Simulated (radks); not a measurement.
# The Coulomb parameter U of the 4d shell of Pd³⁺

Aim: U as the second difference [E(n + 0.5) + E(n − 0.5) − 2E(n)]/0.5², with all orbitals relaxed. Bare: the atom's charge changes with n. Screened: the 5s shell takes up the change. The start is a model configuration, not necessarily the ground state.

Method: Dirac Kohn-Sham, PBE, spin-unpolarised, spherical densities, finite nucleus; open shells are shared between the two j in proportion to 2j + 1. Code: radks (a radial shooting solver on a logarithmic mesh, Libxc functionals) version 1.

## Step 1: The atom as given

| Quantity | Value |
| --- | --- |
| element | palladium (Z = 46) |
| charge | +3 |
| electrons | 43 |
| configuration | [Kr] 4d6 5s1 |
| nuclear rms radius | 4.5318 fm |

The outer shells:

Pd³⁺
```
[Kr] core
4d [↑↓][↑ ][↑ ][↑ ][↑ ]
5s [↑ ]
```

## Step 2: Start: [Kr] 4d6 5s1

Input:

```text
Z 46
configuration [Kr] 4d6 5s1
relativity Dirac
functional pbe,pbe
spin unpolarised
j_filling average
nucleus finite rms 4.5318 fm
c 137.035999084
```

## Step 3: Bare +0.5: [Kr] 4d6.5 5s1

Settings, as their differences from step 2:

```diff
@@ -1,3 +1,3 @@
 Z 46
-configuration [Kr] 4d6 5s1
+configuration [Kr] 4d6.5 5s1
 relativity Dirac
```

## Step 4: Bare -0.5: [Kr] 4d5.5 5s1

Settings, as their differences from step 3:

```diff
@@ -1,3 +1,3 @@
 Z 46
-configuration [Kr] 4d6.5 5s1
+configuration [Kr] 4d5.5 5s1
 relativity Dirac
```

## Step 5: Screened +0.5: [Kr] 4d6.5 5s0.5

Settings, as their differences from step 4:

```diff
@@ -1,3 +1,3 @@
 Z 46
-configuration [Kr] 4d5.5 5s1
+configuration [Kr] 4d6.5 5s0.5
 relativity Dirac
```

## Step 6: Screened -0.5: [Kr] 4d5.5 5s1.5

Settings, as their differences from step 5:

```diff
@@ -1,3 +1,3 @@
 Z 46
-configuration [Kr] 4d6.5 5s0.5
+configuration [Kr] 4d5.5 5s1.5
 relativity Dirac
```

What does the calculation give?

The runs gave:

| quantity | value (eV) |
| --- | --- |
| U, bare | 15.344 |
| U, screened by 5s | 2.390 |

Letting 5s compensate leaves 16 % of the bare value; this second difference measures U(4d,4d) + U(5s,5s) − 2U(4d,5s). A solid screens further than the bare atom, so the bare value is an upper guide for the U of a crystal.
